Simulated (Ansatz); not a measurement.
# CaMn2Bi2 (P-3m1): equation of state

The task here is to estimate one member of a computed series from the others.

Computed with Ansatz 0.2.0 (DFT PBE, scalar-relativistic, plane waves, PAW, unless a step's input says otherwise).

Spin polarisation is switched off on purpose; where the compound carries moments, volume, stiffness and gap are then not the real material's.

**The structure to begin with**

It takes space group P-3m1 (No. 164, trigonal). The conventional cell has a = 3.856 Å, b = 3.856 Å, c = 8.998 Å, α = 90.00°, β = 90.00°, γ = 120.00°. Around Ca (site symmetry -3m) lie 6 Bi at 3.25 Å. Around Mn (site symmetry 3m) lie 3 Mn at 2.44 Å and 4 Bi at 2.63 to 2.75 Å. Bi (site symmetry 3m) is surrounded by 4 Mn at 2.63 to 2.75 Å.

As a file:

```xyz
5
Lattice="3.8559 0.0000 0.0000 -1.9279 3.3393 0.0000 0.0000 0.0000 8.9981" Properties=species:S:1:pos:R:3 pbc="T T T"
Ca    0.0000    0.0000    0.0000
Mn    1.9279    1.1131    5.0041
Mn    0.0000    2.2262    3.9940
Bi    1.9279    1.1131    2.3745
Bi    0.0000    2.2262    6.6236
```

An earlier run at PBE left this cell at 23.172 Å³/atom and -0.02 GPa (12×12×6 mesh).

Volume factors to run: 0.980, 1.020, 0.960, 1.040.

The first run:

Input file input.yaml:

```yaml
crystal:
  lattice:
    - [3.8300155929, 0.0, 0.0]
    - [-1.9150077964, 3.3168908003, 0.0]
    - [0.0, 0.0, 8.937684497]
  atoms:
    - { symbol: Ca, position: [0.0, 0.0, 0.0] }
    - { symbol: Mn, position: [0.6666666667, 0.3333333333, 0.5561300001] }
    - { symbol: Mn, position: [0.3333333333, 0.6666666667, 0.4438699999] }
    - { symbol: Bi, position: [0.6666666667, 0.3333333333, 0.2638863536] }
    - { symbol: Bi, position: [0.3333333333, 0.6666666667, 0.7361136464] }
basis:
  ecutwfc: 420
  ecutrho_ratio: 4
kpoints:
  mp_grid: { grid: [12, 12, 6] }
hamiltonian:
  xc: pbe
scf:
  occupations: { method: gaussian, width: 0.05 }
output:
  forces: true
  stress: true
  eigenvalues: true
relax:
  f_tol: 0.01
  max_steps: 40
  cell: { stress_tol: 0.1, fix: [volume] }
```

Run with:

```
$ ansatz run input.yaml --threads 1 --pin off --max-ram 2560MiB --backend cpu --events-out ev --progress --plain --runs-dir out
```

Steps of the session up to this table: At 0.980 of the relaxed volume; Scaling the volume by 1.020; At 0.960 of the relaxed volume; At 1.040 of the relaxed volume.

One table of the session follows, with a row left open; its other results are not shown here.

It belongs to the step «Energy and pressure against volume». 

| volume (Å³/atom) | energy (meV/atom) | pressure (GPa) |
| --- | --- | --- |
| 22.245 | 7.78 | 2.81 |
| 22.708 | ? | ? |
| 23.172 | 0.00 | -0.02 |
| 23.635 | 1.78 | -1.20 |
| 24.099 | 6.79 | -2.25 |

**Question.** Estimate the row for volume (Å³/atom) = 22.708.

Worked estimate for «energy (meV/atom)». A straight line through the neighbours (22.245, 7.78) and (23.172, 0.00) gives 7.78 + (0.00 − 7.78) × (22.708 − 22.245) / (23.172 − 22.245) = 3.89; a parabola fitted to 3 rows on both sides gives 2.00.

**Answer.** energy (meV/atom): 1.85; pressure (GPa): 1.31. In «energy (meV/atom)» the line misses by +2.04 and the parabola by +0.15.
